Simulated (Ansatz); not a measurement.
# C₂H₅AlCl₂O, SMILES CC[O][Al]([Cl])[Cl]: a comparison of dispersion corrections

Run with Ansatz 0.2.0 through its Python package.

`disp_c2h5alcl2o.py`
```python
import logging
import sys

import ansatz

logging.basicConfig(stream=sys.stdout, format='%(levelname)s %(message)s')
logger = logging.getLogger('ansatz_job')
logger.setLevel(logging.INFO)

GEOMETRY = '''
C     0.22600   -1.59260    0.99950
C     0.33940   -0.28590    0.15810
O    -0.95860    0.25240   -0.13900
Al   -0.67090    1.80620   -1.13990
Cl   -0.66770    1.66030   -3.35910
Cl   -0.51230    3.76600   -0.13290
H     1.20140   -1.97660    1.22240
H    -0.37830   -2.28000    0.41650
H    -0.33840   -1.29550    1.98280
H     0.95610    0.44060    0.77140
H     0.86880   -0.55190   -0.75920
'''


def main() -> None:
    system = ansatz.Crystal.molecule()
    for line in GEOMETRY.strip().splitlines():
        symbol, *xyz = line.split()
        system = system.atom(symbol, [float(v) for v in xyz])

    calculation = system.calculation().basis(gaussian='def2-SVP')
    for name in ['b3lyp', 'pbe0']:
        for correction in ('d3bj', 'd4'):
            data = calculation.functional(name, dispersion=correction).run(threads=1, backend='cpu').report
            logger.info(f'{name:8s} {correction:5s} total {data["free_energy_ev"]:.5f} eV, of which dispersion {1000 * data["dispersion"]["energy"]["ev"]:.2f} meV')


if __name__ == '__main__':
    main()
```

```console
$ python disp_c2h5alcl2o.py
INFO b3lyp    d3bj  total -35837.79352 eV, of which dispersion -433.21 meV
INFO b3lyp    d4    total -35837.75406 eV, of which dispersion -393.76 meV
INFO pbe0     d3bj  total -35820.10207 eV, of which dispersion -219.12 meV
INFO pbe0     d4    total -35820.09536 eV, of which dispersion -212.41 meV
```

Notes:
- Total energies depend on the basis set; only differences at equal settings carry meaning.
- The geometry is a force-field or estimated start, not a minimum of this method, and the basis set is short of its limit. D4 holds the three-body term, and d3bj doesn't.
- b3lyp holds the VWN-RPA fit, as in Gaussian; the form of ORCA and Turbomole is b3lyp5.
- It ran for 23 s on 1 thread of Arm Neoverse V1 (shared host), peak memory 0.33 GiB.
